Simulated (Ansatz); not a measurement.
# GeSb3Te: the cost of one run

Program: Ansatz 0.2.0. Level of theory: DFT PBE, scalar-relativistic, plane waves, PAW. These are calculated values, not measurements.

## 1. The system as given

The structure is cubic, space group Pm-3m (No. 221). The conventional cell has a = 4.988 Å, b = 4.988 Å, c = 4.988 Å, α = 90.00°, β = 90.00°, γ = 90.00°. Ge (site symmetry m-3m) is surrounded by 6 Sb at 2.49 Å. Around Sb (site symmetry 4/mmm) lie 2 Ge at 2.49 Å and 8 Sb at 3.53 Å and 4 Te at 3.53 Å. Te (site symmetry m-3m) is surrounded by 12 Sb at 3.53 Å.

As a file:

```xyz
5
Lattice="4.9876 0.0000 0.0000 0.0000 4.9876 0.0000 0.0000 0.0000 4.9876" Properties=species:S:1:pos:R:3 pbc="T T T"
Ge    0.0000    0.0000    0.0000
Sb    2.4938    0.0000    0.0000
Sb    0.0000    2.4938    0.0000
Sb    0.0000    0.0000    2.4938
Te    2.4938    2.4938    2.4938
```

The cell is invented: species swapped into a database cell of Mn3SnH (Pm-3m, No. 221), with Sb on the Mn sites, Te on the Sn sites and Ge on the H sites. Lengths come from tabulated atomic sizes and are only a guess.

## 2. Probe: one point on a coarse mesh

input.yaml

```yaml
crystal:
  lattice:
    - [4.98757942, 0.0, 0.0]
    - [0.0, 4.98757942, 0.0]
    - [0.0, 0.0, 4.98757942]
  atoms:
    - { symbol: Ge, position: [0.0, 0.0, 0.0] }
    - { symbol: Sb, position: [0.5, 0.0, 0.0] }
    - { symbol: Sb, position: [0.0, 0.5, 0.0] }
    - { symbol: Sb, position: [0.0, 0.0, 0.5] }
    - { symbol: Te, position: [0.5, 0.5, 0.5] }
basis:
  ecutwfc: 420
kpoints:
  mp_grid: { grid: [4, 4, 4] }
hamiltonian:
  xc: pbe
scf:
  occupations: { method: gaussian, width: 0.1 }
  lower_state_search: "off"
output:
  forces: true
  stress: true
  eigenvalues: true
```

Run with:

```
$ ansatz run input.yaml --threads 1 --pin off --max-ram 2560MiB --backend cpu --events-out ev --progress --plain --runs-dir out
```

What time and memory should one allow on 1 thread of Intel Xeon at 2.70GHz, shared host?

About 4.5 s, with a peak of 0.43 GiB.
